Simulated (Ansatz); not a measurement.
**AlN (P6_3mc): equation of state with a fit in Python**

Where is the equilibrium volume of AlN (P6_3mc), and how stiff is it? Aim: an equation of state with a fit, for AlN (P6_3mc), run from a script.

The COD entry's cell or inner coordinates are ideal or old and differ from later refinements, so a difference from it is no clean test against experiment.

Computed with the Python package of Ansatz 0.2.0. Level of theory: DFT LDA, plane waves, PAW.

### Step 1. The system

It takes space group P6_3mc (No. 186, hexagonal). The conventional cell has a = 3.113 Å, b = 3.113 Å, c = 4.981 Å, α = 90.00°, β = 90.00°, γ = 120.00°. Around Al (site symmetry 3m) lie 4 N at 1.89 Å. N (site symmetry 3m) has 4 Al at 1.89 Å as nearest neighbours.

The script holds or builds the structure itself.

### Step 2. The script

run_eos.py reads:

```python
"""Equation of state of AlN."""

from dataclasses import dataclass

import ansatz as az
import numpy as np
from pymatgen.analysis.eos import EOS


@dataclass(frozen=True)
class Options:
    functional: str = "LDA"
    smearing: str = "fixed"
    kgrid: tuple[int, ...] = (12, 12, 4)


cfg = Options()

vectors0 = np.array([
    [3.113, 0.0, 0.0],
    [-1.5565, 2.69593708, 0.0],
    [0.0, 0.0, 4.981],
])
sites = [
    ("Al", [1 / 3, 2 / 3, 0.0]),
    ("Al", [2 / 3, 1 / 3, 0.5]),
    ("N", [1 / 3, 2 / 3, 0.38]),
    ("N", [2 / 3, 1 / 3, 0.88]),
]


def build(cell):
    crystal = az.Crystal(lattice=az.Lattice.of(cell))
    for symbol, position in sites:
        crystal = crystal.atom(symbol, position)
    return crystal


def main() -> None:
    # scale the volume, keep shape and fractions
    volumes, energies = [], []
    for scale in np.linspace(0.9, 1.1, 9):
        cell = vectors0 * scale ** (1 / 3)
        model = (
            build(cell).calculation()
            .functional(cfg.functional)
            .occupations(cfg.smearing)
            .basis(17 * az.Ha)
            .kpoints(*cfg.kgrid)
        )
        data = model.run(threads=1, backend="cpu").report
        volumes.append(abs(np.linalg.det(cell)) / len(sites))
        energies.append(data["free_energy_ev"] / len(sites))
        print(f"V = {volumes[-1]:8.4f} A^3/atom  F = {energies[-1]:.5f} eV/atom")

    for form in ["pourier_tarantola", "birch_murnaghan"]:
        fit = EOS(eos_name=form).fit(volumes, energies)
        print(f"{form:18s} V0 {fit.v0:8.4f} A^3/atom  B0 {fit.b0_GPa:7.1f} GPa  B1 {fit.b1:5.2f}")


if __name__ == "__main__":
    main()
```

### Step 3. The input behind the calls

The package turns the script's settings into the engine's input (first run):

```yaml
crystal:
  lattice:
    - [3.0055684542773253, 0.0, 0.0]
    - [-1.5027842271386627, 2.6028986323046985, 0.0]
    - [0.0, 0.0, 4.809102624720642]
  atoms:
    - { symbol: Al, position: [0.3333333333333333, 0.6666666666666666, 0.0] }
    - { symbol: Al, position: [0.6666666666666666, 0.3333333333333333, 0.5] }
    - { symbol: "N", position: [0.3333333333333333, 0.6666666666666666, 0.38] }
    - { symbol: "N", position: [0.6666666666666666, 0.3333333333333333, 0.88] }
basis:
  ecutwfc: 462.593566181796
kpoints:
  mp_grid:
    grid: [12, 12, 4]
hamiltonian:
  xc: lda
scf:
  occupations:
    method: fixed
```

### Step 4. Launch

Launch:

```sh
python run_eos.py
```

**Question.** Estimate the equilibrium volume and the bulk modulus.

As calculated:

| quantity | value |
| --- | --- |
| runs compared | 9 |
| range of energy | 87.40 meV/atom |
| lowest point, volume (Å³/atom) | 10.189 |
| equilibrium volume (fit) | 10.21 Å³/atom |
| bulk modulus (fit) | 211 GPa |

A third-order Birch-Murnaghan fit through the 9 points has its minimum at 10.21 Å³ an atom, 2.3 % below the typed cell, with a bulk modulus of 211 GPa and dB/dP = 3.9. From that minimum the energy rises by 48.1 meV an atom on the compressed side and 87.4 meV on the expanded side. Shape and fractional positions are held along the curve, so the bulk modulus is an upper value where they are free to relax. Of the deposited cell: the entry's cell lengths or inner coordinates differ somewhat from later room-temperature determinations.
